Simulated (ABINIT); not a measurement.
Crystal: Cu3O2.

```
Cu O
1.0
    -2.02298    2.02298    3.67362
     2.02298   -2.02298    3.67362
     2.02298    2.02298   -3.67362
Cu O
3 2
Cartesian
  0.0000 0.0000 0.0000
  0.0000 2.0230 1.8368
  2.0230 0.0000 1.8368
  0.0000 2.0230 0.0000
  2.0230 0.0000 0.0000
```

The cell comes from a database or a generator and needn't be the stable form of this composition.

Base run:

```yaml
Program: ABINIT 10.8.3 (patched build)
Functional: PBEsol
Potentials_or_basis: JTH PAW PBE v2.0
Cutoff: 707 eV
k_mesh: 9 × 9 × 9
Occupations: fermi-dirac, width 0.05 eV
Spin: no spin polarisation
```

Its results: band gap on the k mesh none (metal or under the smearing width); pressure -5.9 GPa.

The run is repeated on the same cell with these changes: functional from PBEsol to PBE. What comes out?

Band gap on the k mesh none (metal or under the smearing width); pressure 0.6 GPa.

PBE binds less tightly than PBEsol, so the same cell stands under more pressure.

Caveats: an odd number of electrons without spin polarisation forces a metal; a magnetic or distorted state may lie lower; the run has no spin polarisation, though such a crystal can be magnetic; semilocal functionals often make such compounds metallic where correlation or magnetic order opens a gap, which also shifts bond lengths; the PAW data sets were made with another functional, which shifts forces and pressure a little (some runs).

Not every run made on this cell is shown here.
